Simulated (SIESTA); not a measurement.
Hf3Be under changes of volume

One of the cells (19.432 Å³/atom); the others are scaled copies at fixed shape and fractional positions:

```xyz
4
Lattice="-2.1059 2.1059 4.3819 2.1059 -2.1059 4.3819 2.1059 2.1059 -4.3819" Properties=species:S:1:pos:R:3 pbc="T T T"
Hf    0.0000    0.0000    4.3819
Hf    2.1059    0.0000    2.1909
Hf    0.0000    2.1059    2.1909
Be    0.0000    0.0000    0.0000
```

The cell comes from a database or a generator and needn't be the stable form of this composition.

* Program: SIESTA 5.4.2
* Functional: PBE
* Potentials or basis: PseudoDojo 0.4 standard (PBE files)
* Basis: DZP (energy shift 0.003 Ry; two zetas on semicore shells)
* Grid cutoff: 800 Ry
* Energy shift: 0.003 Ry
* k mesh: 9 × 9 × 9
* Occupations: fermi-dirac, width 0.05 eV
* Spin: no spin polarisation

```tsv
volume (Å³/atom)	energy over the lowest point (meV/atom)	pressure (GPa)
17.908	28.06	9.0
18.289	?	?
18.670	3.89	2.1
19.432	0.00	-1.6
19.813	7.85	-4.6
20.194	19.76	-5.1
```

Question: What does the run at 18.289 Å³/atom give?

Answer: Energy over the lowest point 11.33 meV/atom; pressure 4.9 GPa.

Worked out: A Birch-Murnaghan fit of order 3 (a polynomial in V^(-2/3)) to the other rows has its minimum at 19.17 Å³/atom with B0 = V·E''(V) = 119 GPa (rough, since the energies scatter) at fixed shape and positions, which overstates the stiffness. It gives 13.45 meV/atom at 18.289 Å³/atom, against the run's 11.33, and -dE/dV = 5.1 GPa, against 4.9.

Energies are extrapolated to zero smearing.

Caveats: short orbitals over semicore shells can move pressures by several GPa; the basis of atomic orbitals isn't converged, which shifts pressures, moduli and gaps.
